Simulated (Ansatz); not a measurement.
Here is an Ansatz 0.2.0 calculation.

input.yaml

```yaml
crystal:
  lattice:
    - [0.0, 2.6045, 2.6045]
    - [2.6045, 0.0, 2.6045]
    - [2.6045, 2.6045, 0.0]
  atoms:
    - { symbol: Mn, position: [0.0, 0.0, 0.0], spin: 4.0 }
    - { symbol: S, position: [0.5, 0.5, 0.5] }
kpoints:
  mp_grid: { grid: [9, 9, 9] }
scf:
  occupations: { method: fermi_dirac, width: 0.05 }
hamiltonian:
  xc: blyp
  dispersion: d4
  pseudopotentials: { kind: all_electron, lapw: { basis_error: 0.001 } }
magnetization:
  spin_polarized: true
output:
  forces: true
  stress: true
relax:
  f_tol: 0.02
  max_steps: 60
  cell: {}
```

Potentials or basis: all-electron LAPW, scalar-relativistic.

Launch:

```sh
$ ansatz run input.yaml --threads 2 --pin off --max-ram 6144MiB --backend cpu --events-out ev --progress --plain --runs-dir out
```

Question: What does it give for the space group after relaxing (to 0.05 Å)?

Answer: Fm-3m (No. 225).

Question: Predict the relaxed volume.

Answer: 15.35 Å³/atom.

Question: What does it give for the site moments?

Answer: Mn +3.81; S +0.09 μB.

The path:
```tsv
step	energy change (eV)	largest force (eV/Å)	volume (Å³)
1	0.0000	0.0000	35.33
2	-0.0545	0.0000	33.26
3	-0.0804	0.0000	30.88
4	-0.0806	0.0000	30.58
5	-0.0807	0.0000	30.71
6	-0.0807	0.0000	30.71
```

Caveat: the volume moved by -13 % from the deposited cell, more than functionals usually miss; a cell with one magnetic atom can't hold antiferromagnetic order, which such compounds often take.
